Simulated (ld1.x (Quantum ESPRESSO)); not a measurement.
**Pseudopotential generation for Ta: TM, PBEsol**

Do these settings give a usable potential? It is generated, then checked for transferability, scattering, ghosts and hardness.

Program: ld1.x (Quantum ESPRESSO) 7.5. Reference atom: PBEsol, scalar-relativistic, spherical and spin-unpolarised. All values are calculated.

## Step 1: The atom and the settings

Typed settings, in words:

- element: tantalum (Ta, Z = 73)
- type: norm-conserving Troullier–Martins (Kleinman–Bylander form)
- frozen core: [Xe] 4f14
- valence charge: 5
- reference configuration: 5d3 6s2 6p0
- partial waves: 6s (bound): rc 2.40 bohr; 6p (bound, empty): rc 4.05 bohr; 5d (bound): rc 1.70 bohr
- local potential: all-electron potential smoothed inside 1.80 bohr (lloc = -1)
- core correction: a·sin(br)/r model core inside 0.90 bohr

The nodes and maxima of the atom's own shells, from an earlier all-electron run, set the scale for the radii.

All-electron outer shells of the reference configuration (PBEsol, scalar-relativistic, ld1.x):

| shell | level (eV) | outermost node (bohr) | outermost maximum (bohr) |
| --- | --- | --- | --- |
| 5p | -39.42 | 0.58 | 1.13 |
| 4f | -24.73 | – | 0.44 |
| 6s | -5.47 | 1.32 | 2.78 |
| 5d | -3.62 | 0.65 | 1.58 |
| 6p | -1.36 | 1.59 | 3.85 |

## Step 2: The generation run

Input file Ta.in:

```
 &input
   title='Ta', zed=73., rel=1, dft='PBESOL', iswitch=3,
   config='[Xe] 4f14 5d3 6s2 6p0',
   nld=3, rlderiv=4.40, eminld=-2.0, emaxld=5.0, deld=0.02
 /
 &inputp
   pseudotype=2, tm=.true., lloc=-1, rcloc=1.80,
   nlcc=.true., rcore=0.90,
   file_pseudopw='Ta.UPF', file_wfcaegen='ae.wfc', file_wfcncgen='nc.wfc', file_beta='beta', file_chi='chi'
 /
3
6S  1  0   2.00   0.00  2.40  2.40  0.0
6P  2  1   0.00   0.00  4.05  4.05  0.0
5D  3  2   3.00   0.00  1.70  1.70  0.0
 &test
   configts(1)='5d3 6s2 6p0'
 /
```

Started as:

```
$ ld1.x < Ta.in > Ta.out
```

Output in Ta.out (without the banner and most projector matrices):

```text
     Program LD1 v.7.5
     --------------------------- All-electron run ----------------------------

     Ta
     scalar relativistic calculation

     atomic number is 73.00
     dft =PBESOL   lsd =0 sic =0 latt =0  beta=0.20 tr2=1.0E-14
     Exchange-correlation= PBESOL
                           (   1   4  10   8   0   0   0)
     mesh =1273 r(mesh) = 100.43799 a.u. xmin = -7.00 dx = 0.01250
     1 Ry =  13.60569312 eV, c = 137.03599908

     n l     nl                  e(Ry)          e(Ha)          e(eV)
     1 0     1S 1( 2.00)     -4949.9060     -2474.9530    -67346.9022
     2 0     2S 1( 2.00)      -850.4644      -425.2322    -11571.1576
     2 1     2P 1( 6.00)      -745.3335      -372.6668    -10140.7795
     3 0     3S 1( 2.00)      -194.8098       -97.4049     -2650.5225
     3 1     3P 1( 6.00)      -163.5473       -81.7736     -2225.1743
     4 0     4S 1( 2.00)       -39.6947       -19.8473      -540.0737
     4 1     4P 1( 6.00)       -29.4395       -14.7198      -400.5451
     3 2     3D 1(10.00)      -127.0683       -63.5341     -1728.8520
     5 0     5S 1( 2.00)        -5.3677        -2.6838       -73.0312
     5 1     5P 1( 6.00)        -2.8970        -1.4485       -39.4161
     4 2     4D 1(10.00)       -16.3190        -8.1595      -222.0311
     4 3     4F 1(14.00)        -1.8177        -0.9089       -24.7315
     5 2     5D 1( 3.00)        -0.2661        -0.1330        -3.6203
     6 0     6S 1( 2.00)        -0.4021        -0.2010        -5.4704
     6 1     6P 1( 0.00)        -0.1002        -0.0501        -1.3636

     final scf error:  3.1E-15 reached in  27 iterations

     Etot =  -31199.822142 Ry,  -15599.911071 Ha, -424495.205551 eV

     Ekin =   34283.214922 Ry,   17141.607461 Ha,  466446.901496 eV
     Encl =  -77070.086581 Ry,  -38535.043290 Ha,-1048591.946979 eV
     Eh   =   12207.920250 Ry,    6103.960125 Ha,  166097.216589 eV
     Exc  =    -620.870733 Ry,    -310.435366 Ha,   -8447.376656 eV

     normalization and overlap integrals

     s(1S/1S) =  1.000000  <r> =   0.0187  <r2> =    0.0005  r(max) =   0.0116
     s(2S/2S) =  1.000000  <r> =   0.0790  <r2> =    0.0074  r(max) =   0.0670
     s(2P/2P) =  1.000000  <r> =   0.0706  <r2> =    0.0061  r(max) =   0.0549
     s(3S/3S) =  1.000000  <r> =   0.2049  <r2> =    0.0480  r(max) =   0.1891
     s(3P/3P) =  1.000000  <r> =   0.2049  <r2> =    0.0487  r(max) =   0.1868
     s(4S/4S) =  1.000000  <r> =   0.4588  <r2> =    0.2377  r(max) =   0.4315
     s(4P/4P) =  1.000000  <r> =   0.4878  <r2> =    0.2708  r(max) =   0.4480
     s(3D/3D) =  1.000000  <r> =   0.1857  <r2> =    0.0404  r(max) =   0.1510
     s(5S/5S) =  1.000000  <r> =   1.0998  <r2> =    1.3606  r(max) =   0.9847
     s(5P/5P) =  1.000000  <r> =   1.2941  <r2> =    1.9033  r(max) =   1.1298
     s(4D/4D) =  1.000000  <r> =   0.5232  <r2> =    0.3175  r(max) =   0.4593
     s(4F/4F) =  1.000000  <r> =   0.6395  <r2> =    0.5212  r(max) =   0.4424
     s(5D/5D) =  1.000000  <r> =   2.2525  <r2> =    6.2789  r(max) =   1.5833
     s(6S/6S) =  1.000000  <r> =   3.2856  <r2> =   12.3168  r(max) =   2.7789
     s(6P/6P) =  1.000000  <r> =   4.9024  <r2> =   28.2110  r(max) =   3.8460

     ------------------------ End of All-electron run ------------------------

     --------------------- Generating NC pseudopotential ---------------------

      Generating local potential from pseudized AE potential:
      Matching radius rcloc =   1.8000

      Local pseudo, rcloc= 1.794 Estimated cut-off energy=     7.80 Ry

      Computing core charge for nlcc:

       r > 0.90 : true rho core
       r < 0.90 : rho core = a sin(br)/r    a=  32.42  b=   2.67

      Integrated core pseudo-charge :  20.65

      Wfc   6S  rcut= 2.422  Using Troullier-Martins method

      Wfc   6P  rcut= 4.094  Using Troullier-Martins method

      Wfc   5D  rcut= 1.707  Using Troullier-Martins method

     ------------------- End of pseudopotential generation -------------------

     [... the all-electron block is printed once more ...]


     Computing logarithmic derivative in   4.38553
     Computing logarithmic derivative in   4.38553
     Computing the partial wave expansion
     R is outside the sphere for l=    0 j= 0.00
     R is outside the sphere for l=    1 j= 0.00
     R is outside the sphere for l=    2 j= 0.00

     ---------------------- Testing the pseudopotential ----------------------

     Ta
     scalar relativistic calculation

     atomic number is 73.00   valence charge is  5.00
     dft =PBESOL   lsd =0 sic =0 latt =0  beta=0.20 tr2=1.0E-14
     mesh =1273 r(mesh) = 100.43799 xmin = -7.00 dx = 0.01250

     n l     nl             e AE (Ry)        e PS (Ry)    De AE-PS (Ry)
     3 2     5D   1( 3.00)       -0.26609       -0.26608       -0.00001
     1 0     6S   1( 2.00)       -0.40207       -0.40207        0.00000
     2 1     6P   1( 0.00)       -0.10022       -0.10022        0.00000

     eps = 1.0E-15  iter =  4

     Etot =  -31199.822142 Ry,  -15599.911071 Ha, -424495.205551 eV
     Etotps =   -50.316891 Ry,     -25.158446 Ha,    -684.596180 eV

     Ekin =       8.631498 Ry,       4.315749 Ha,     117.437515 eV
     Encl =     -23.926739 Ry,     -11.963369 Ha,    -325.539862 eV
     Ehrt =       8.515154 Ry,       4.257577 Ha,     115.854576 eV
     Ecxc =     -44.543808 Ry,     -22.271904 Ha,    -606.049388 eV
     (Ecc =     -40.626850 Ry,     -20.313425 Ha,    -552.756456 eV)
     Epseu=       1.007003 Ry,       0.503502 Ha,      13.700980 eV

     ---------------------- End of pseudopotential test ----------------------
```

It took 1.4 s on 1 thread of Neoverse-V2, shared host. This counts the later configuration tests of the new file too.

All-electron and pseudo partial waves u(r) = r·R(r), from the program's wave files:

| r (bohr) | 5d AE | 5d PS |
| --- | --- | --- |
| 0.202 | 0.0391 | 0.0087 |
| 0.405 | -0.3001 | 0.0636 |
| 0.607 | -0.0706 | 0.1833 |
| 0.810 | 0.2564 | 0.3486 |
| 1.012 | 0.4936 | 0.5116 |
| 1.215 | 0.6305 | 0.6311 |
| 1.418 | 0.6913 | 0.6911 |
| 1.620 | 0.7030 | 0.7030 |
| 1.822 | 0.6857 | 0.6857 |
| 2.025 | 0.6523 | 0.6523 |
| 2.228 | 0.6110 | 0.6110 |
| 2.430 | 0.5669 | 0.5669 |
| 2.632 | 0.5226 | 0.5226 |
| 2.835 | 0.4791 | 0.4791 |
| 3.037 | 0.4378 | 0.4378 |
| 3.240 | 0.3987 | 0.3987 |
| 3.442 | 0.3623 | 0.3623 |
| 3.645 | 0.3284 | 0.3284 |
| 3.847 | 0.2972 | 0.2972 |
| 4.050 | 0.2683 | 0.2683 |
| 4.252 | 0.2420 | 0.2420 |
| 4.455 | 0.2179 | 0.2179 |
| 4.658 | 0.1959 | 0.1959 |
| 4.860 | 0.1761 | 0.1761 |
| 5.062 | 0.1582 | 0.1582 |
| 5.265 | 0.1420 | 0.1420 |

## Step 3: Configuration tests

Input file Ta.test.in:

```
 &input
   title='Ta', zed=73., rel=1, dft='PBESOL', iswitch=2,
   config='[Xe] 4f14 5d3 6s2 6p0'
 /
 &test
   file_pseudo='Ta.UPF', nconf=8,
   configts(1)='5d3 6s2 6p0',
   configts(2)='5d3 6s1 6p0',
   configts(3)='5d3 6s0 6p0',
   configts(4)='5d2 6s0 6p0',
   configts(5)='5d3 6s1.5 6p0',
   configts(6)='5d1 6s0 6p0',
   configts(7)='5d2 6s2 6p1',
   configts(8)='5d2 6s2 6p0'
 /
```

Started as:

```
$ ld1.x < Ta.test.in > Ta.test.out
```

Ta.test.out, the pseudopotential blocks, each with the warnings that came before it:

```text
     ---------------------- Testing the pseudopotential ----------------------

     Ta
     scalar relativistic calculation

     atomic number is 73.00   valence charge is  5.00
     dft =PBESOL   lsd =0 sic =0 latt =0  beta=0.20 tr2=1.0E-14
     mesh =1273 r(mesh) = 100.43799 xmin = -7.00 dx = 0.01250

     n l     nl             e AE (Ry)        e PS (Ry)    De AE-PS (Ry)
     3 2     5D   1( 3.00)       -0.26609       -0.26608       -0.00001
     1 0     6S   1( 2.00)       -0.40207       -0.40207        0.00000
     2 1     6P   1( 0.00)       -0.10022       -0.10022        0.00000

     eps = 2.7E-16  iter =  4

     Etot =  -31199.822142 Ry,  -15599.911071 Ha, -424495.205551 eV
     Etotps =   -50.316891 Ry,     -25.158446 Ha,    -684.596179 eV

     Ekin =       8.631498 Ry,       4.315749 Ha,     117.437512 eV
     Encl =     -23.926738 Ry,     -11.963369 Ha,    -325.539858 eV
     Ehrt =       8.515154 Ry,       4.257577 Ha,     115.854574 eV
     Ecxc =     -44.543808 Ry,     -22.271904 Ha,    -606.049387 eV
     (Ecc =     -40.626850 Ry,     -20.313425 Ha,    -552.756456 eV)
     Epseu=       1.007003 Ry,       0.503502 Ha,      13.700979 eV

     ---------------------- End of pseudopotential test ----------------------

     Warning: n=2, l=1 expected 0 nodes, found 1
     ---------------------- Testing the pseudopotential ----------------------

     Ta
     [...]
     n l     nl             e AE (Ry)        e PS (Ry)    De AE-PS (Ry)
     3 2     5D   1( 3.00)       -0.77413       -0.77268       -0.00145
     1 0     6S   1( 1.00)       -0.85692       -0.85802        0.00110
     2 1     6P   1( 0.00)       -0.48399       -0.48399        0.00000

     eps = 7.2E-16  iter =  7

     Etot =  -31199.197040 Ry,  -15599.598520 Ha, -424486.700614 eV
     Etotps =   -49.691094 Ry,     -24.845547 Ha,    -676.081781 eV
     dEtot_ae =       0.625101 Ry
     dEtot_ps =       0.625797 Ry,   Delta E=      -0.000695 Ry

     [...]
     ---------------------- End of pseudopotential test ----------------------

     ---------------------- Testing the pseudopotential ----------------------

     Ta
     [...]
     n l     nl             e AE (Ry)        e PS (Ry)    De AE-PS (Ry)
     3 2     5D   1( 3.00)       -1.34681       -1.34611       -0.00070
     1 0     6S   1( 0.00)       -1.35026       -1.35464        0.00438
     2 1     6P   1( 0.00)       -0.91157       -0.91157        0.00000

     eps = 6.5E-18  iter =  7

     Etot =  -31198.096293 Ry,  -15599.048146 Ha, -424471.724179 eV
     Etotps =   -48.587562 Ry,     -24.293781 Ha,    -661.067458 eV
     dEtot_ae =       1.725849 Ry
     dEtot_ps =       1.729329 Ry,   Delta E=      -0.003480 Ry

     [...]
     ---------------------- End of pseudopotential test ----------------------

     ---------------------- Testing the pseudopotential ----------------------

     Ta
     [...]
     n l     nl             e AE (Ry)        e PS (Ry)    De AE-PS (Ry)
     3 2     5D   1( 2.00)       -2.14097       -2.16393        0.02296  !
     1 0     6S   1( 0.00)       -1.98689       -2.00027        0.01338  !
     2 1     6P   1( 0.00)       -1.46220       -1.46220        0.00000

     eps = 7.8E-15  iter =  5

     Etot =  -31196.360954 Ry,  -15598.180477 Ha, -424448.113692 eV
     Etotps =   -46.842657 Ry,     -23.421328 Ha,    -637.326813 eV
     dEtot_ae =       3.461188 Ry
     dEtot_ps =       3.474234 Ry,   Delta E=      -0.013047 Ry

     [...]
     ---------------------- End of pseudopotential test ----------------------

     ---------------------- Testing the pseudopotential ----------------------

     Ta
     [...]
     n l     nl             e AE (Ry)        e PS (Ry)    De AE-PS (Ry)
     3 2     5D   1( 3.00)       -0.51066       -0.50985       -0.00081
     1 0     6S   1( 1.50)       -0.62324       -0.62368        0.00044
     2 1     6P   1( 0.00)       -0.28457       -0.28499        0.00042

     eps = 1.5E-15  iter =  7

     Etot =  -31199.566513 Ry,  -15599.783256 Ha, -424491.727540 eV
     Etotps =   -50.061057 Ry,     -25.030528 Ha,    -681.115377 eV
     dEtot_ae =       0.255629 Ry
     dEtot_ps =       0.255834 Ry,   Delta E=      -0.000205 Ry

     [...]
     ---------------------- End of pseudopotential test ----------------------

     Warning: n=1, l=0 expected 0 nodes, found 1
     ---------------------- Testing the pseudopotential ----------------------

     Ta
     [...]
     n l     nl             e AE (Ry)        e PS (Ry)    De AE-PS (Ry)
     3 2     5D   1( 1.00)       -3.02357       -3.09243        0.06887  !
     1 0     6S   1( 0.00)       -2.68735       -2.68735        0.00000
     2 1     6P   1( 0.00)       -2.07937       -2.07937        0.00000

     eps = 1.0E-15  iter =  5

     Etot =  -31193.785766 Ry,  -15596.892883 Ha, -424413.076480 eV
     Etotps =   -44.222864 Ry,     -22.111432 Ha,    -601.682722 eV
     dEtot_ae =       6.036375 Ry
     dEtot_ps =       6.094027 Ry,   Delta E=      -0.057651 Ry

     [...]
     ---------------------- End of pseudopotential test ----------------------

     BEWARE! Errors in PS-KS equations
     Warning: n=3, l=2 expected 0 nodes, found 1
     ---------------------- Testing the pseudopotential ----------------------

     Ta
     [...]
     n l     nl             e AE (Ry)        e PS (Ry)    De AE-PS (Ry)
     3 2     5D   1( 2.00)       -0.45534       -0.90324        0.44790  !
     1 0     6S   1( 2.00)       -0.51755       -0.92435        0.40680  !
     2 1     6P   1( 1.00)       -0.17221       -0.17221        0.00000

     eps = 5.7E-16  iter = 16

     Etot =  -31199.599203 Ry,  -15599.799601 Ha, -424492.172314 eV
     Etotps =   -49.917762 Ry,     -24.958881 Ha,    -679.165750 eV
     dEtot_ae =       0.222939 Ry
     dEtot_ps =       0.399129 Ry,   Delta E=      -0.176190 Ry

     [...]
     ---------------------- End of pseudopotential test ----------------------

     ---------------------- Testing the pseudopotential ----------------------

     Ta
     [...]
     n l     nl             e AE (Ry)        e PS (Ry)    De AE-PS (Ry)
     3 2     5D   1( 2.00)       -0.89375       -0.90324        0.00950  !
     1 0     6S   1( 2.00)       -0.92475       -0.92435       -0.00040
     2 1     6P   1( 0.00)       -0.52702       -0.67096        0.14395  !

     eps = 8.5E-15  iter =  9

     Etot =  -31199.254430 Ry,  -15599.627215 Ha, -424487.481444 eV
     Etotps =   -49.745555 Ry,     -24.872778 Ha,    -676.822756 eV
     dEtot_ae =       0.567711 Ry
     dEtot_ps =       0.571336 Ry,   Delta E=      -0.003625 Ry

     [...]
     ---------------------- End of pseudopotential test ----------------------
```

1 test gave no usable energy difference (5d2 6s2 6p1).

Excitation and ionisation energies from 5d3 6s2 6p0, with the error of the potential. A star marks tests that logged a warning.

```tsv
valence configuration	charge	ΔE all-electron (eV)	error AE − PS (meV)
5d3 6s1 6p0 *	+1	8.505	-9.5
5d3 6s0 6p0	+2	23.481	-47
5d2 6s0 6p0	+3	47.092	-178
5d3 6s1.5 6p0	+0.5	3.478	-2.8
5d1 6s0 6p0 *	+4	82.129	-784
5d2 6s2 6p0	+1	7.724	-49
```

## Step 4: Scattering by logarithmic derivatives

Taken from the files of the generation run. The phase is arctan(r·u′/u) with u = r·R, unwrapped, with energies in Ry. A pole is an energy at which the radial function vanishes at the test radius. The pseudo phase is shifted by a multiple of π to meet the all-electron one at the reference energy. Levels narrower than the energy grid can be missing from the poles. The last column is the largest difference on the grid between −1 and +1 Ry.

| channel | radius (bohr) | reference (Ry) | poles AE | poles PS | window around the reference with phases within 0.05 rad (Ry) | largest difference near zero (rad) |
| --- | --- | --- | --- | --- | --- | --- |
| s | 4.39 | -0.40 | -0.13, 2.56 | -0.13, 2.22, 4.67 | below 0.7 | 0.146 |
| p | 4.39 | -0.10 | 0.51, 3.43 | -1.25, 0.51, 3.05 | -1.2 to 1.4 | 0.005 |
| d | 4.39 | -0.27 | -0.20, 1.73, 4.99 | -0.20, 1.73, 4.97 | the whole range | 0.001 |

Phases (rad) along the scan:

| E (Ry) | s AE | s PS | p AE | p PS |
| --- | --- | --- | --- | --- |
| -2.00 | 1.389 | 1.389 | 1.398 | 4.539 |
| -1.52 | 1.350 | 1.350 | 1.366 | 4.506 |
| -1.04 | 1.259 | 1.259 | 1.308 | 1.311 |
| -0.56 | 0.392 | 0.391 | 1.145 | 1.146 |
| -0.08 | -1.603 | -1.604 | -0.535 | -0.535 |
| 0.40 | -1.813 | -1.821 | -1.520 | -1.521 |
| 0.88 | -2.365 | -2.511 | -1.690 | -1.695 |
| 1.36 | -4.285 | -4.387 | -1.906 | -1.952 |
| 1.84 | -4.586 | -4.631 | -3.479 | -3.965 |
| 2.32 | -4.681 | -4.730 | -4.483 | -4.558 |
| 2.80 | -4.741 | -4.832 | -4.630 | -4.675 |
| 3.28 | -4.799 | -5.322 | -4.696 | -4.743 |
| 3.76 | -4.891 | -7.642 | -4.744 | -4.818 |
| 4.24 | -5.233 | -7.798 | -4.796 | -4.998 |
| 4.72 | -7.335 | -7.860 | -4.881 | -7.016 |

## Step 5: Cutoff and ghost test in a Bessel basis

A separate test, outside the generator: the pseudo-atom's Hamiltonian at the reference potential is diagonalised in spherical Bessel functions j_l(qr) that vanish at 20 bohr, with q² up to the cutoff.

All-electron valence levels (Ry): 6s -0.4021, 6p -0.1002, 5d -0.2661. The lowest levels of each channel (Ry) by cutoff; the last column sums, over occupied levels, occupation times the distance from the level at 400 Ry. A positive value at high cutoff is not a bound level.

| cutoff (Ry) | s #1 | s #2 | p #1 | p #2 | d #1 | f #1 | Σ f·Δε (mRy) |
| --- | --- | --- | --- | --- | --- | --- | --- |
| 8 | -2.8163 | -0.3966 | -0.1002 | 0.0482 | -0.0769 | 0.1076 | 578.6 |
| 10 | -3.6513 | -0.3990 | -0.1003 | -0.0009 | -0.1280 | 0.1076 | 420.4 |
| 12 | -4.2560 | -0.4008 | -0.3853 | -0.1002 | -0.1751 | 0.1076 | 275.5 |
| 15 | -4.6517 | -0.4016 | -0.7923 | -0.1002 | -0.2124 | 0.1076 | 161.9 |
| 18 | -4.9647 | -0.4018 | -0.9653 | -0.1002 | -0.2468 | 0.1076 | 58.5 |
| 25 | -5.1097 | -0.4019 | -1.1806 | -0.1002 | -0.2631 | 0.1076 | 9.2 |
| 30 | -5.1427 | -0.4020 | -1.2241 | -0.1002 | -0.2656 | 0.1076 | 1.5 |
| 35 | -5.1559 | -0.4020 | -1.2405 | -0.1002 | -0.2660 | 0.1076 | 0.5 |
| 40 | -5.1615 | -0.4020 | -1.2449 | -0.1002 | -0.2660 | 0.1076 | 0.4 |
| 45 | -5.1631 | -0.4021 | -1.2475 | -0.1002 | -0.2660 | 0.1076 | 0.3 |
| 400 | -5.1642 | -0.4021 | -1.2485 | -0.1002 | -0.2661 | 0.1076 | 0.0 |

The sum stays within 10 mRy from 25 Ry and within 1 mRy from 35 Ry. The sum leaves out empty levels, which can need more. Ghost test: ghost states, bound below the all-electron valence or empty levels of the same l: s at -70.3 eV, p at -17.0 eV.

## Step 6: What came out

| quantity | value |
| --- | --- |
| cutoffs for 10 and 1 mRy, occupied levels | 25 Ry and 35 Ry |
| bound ghosts | s at -70.26 eV, p at -16.99 eV |
| largest test error (AE − PS) | -784 meV, for 5d1 6s0 6p0 (one of 3 tests with a warning) (1 test unsolved) |
| largest phase difference near zero energy, channels read | 0.146 rad |

A bound ghost (s, p) makes it unfit for use: electrons can fall into a state that the atom doesn't have. Close by lies the frozen 5s level (-73.0 eV). By total energies transferability is poor: the largest error is 784 meV on 82.1 eV, for 5d1 6s0 6p0. That test lies far up in energy; among those under 40 eV, nearer to bonding, the largest error is 49 meV. Of the tests 1 gave no usable energy difference, which is a warning in itself. The potential is soft on the atom at that tolerance: the looser tolerance needs 25 Ry. The slowest occupied level is 5d: taken alone it needs 30 Ry to come within 1 mRy, against 15 Ry for 6s. Near zero energy the largest phase difference among the channels read is 0.15 rad, in the s channel. The pseudo curves have a pole with no partner nearby in the atom's: p at -1.25 Ry. All of this concerns the isolated atom, not yet a solid.
